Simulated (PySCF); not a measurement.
# C2H2BrFSi: the cost of one run

The runs use PySCF 2.14.0, with density-fitted response routines of our own; the level of theory stands in each step. All values are computed, except where a source is named. Atoms count from 0, in the outputs and in this text.

## (1) The starting structure

7 atoms, charge 0, multiplicity 1; geometry from: GFN2-xTB. The atoms were then displaced at random by about 0.01 Å, so the start is not that level's minimum.

Bonds of the start (Å): C0–C1 1.22, C1–Si2 1.85, Si2–F3 1.58, Si2–Br4 2.20, C0–H5 1.03, Si2–H6 1.44.

## (2) Geometry optimisation at PBE0-D3(BJ)/def2-SVP

The job: settings as JSON, then the geometry in Å.

```
{"job": {"xc": "PBE0", "basis": "def2-SVP", "d3": "d3bj", "grid": 1, "shake": 0.01, "kind": "geom"}, "charge": 0, "multiplicity": 1}
C      2.025880     0.134470    -0.225690
C      0.824090     0.013720    -0.028810
Si    -0.996320    -0.158310     0.254400
F     -1.416210    -1.562030    -0.336240
Br    -2.034460     1.365470    -0.941010
H      3.031740     0.279060    -0.410950
H     -1.400770    -0.101490     1.638380
```

Launch:

```bash
$ OMP_NUM_THREADS=1 python probes_run.py task.json out
```

The driver reads the jobs from task.json and runs them one after another.

Q: Estimate the wall time and peak memory of this first job on 1 thread of Arm Neoverse V1, shared host.

About 51 s, with a peak of 0.42 GiB.
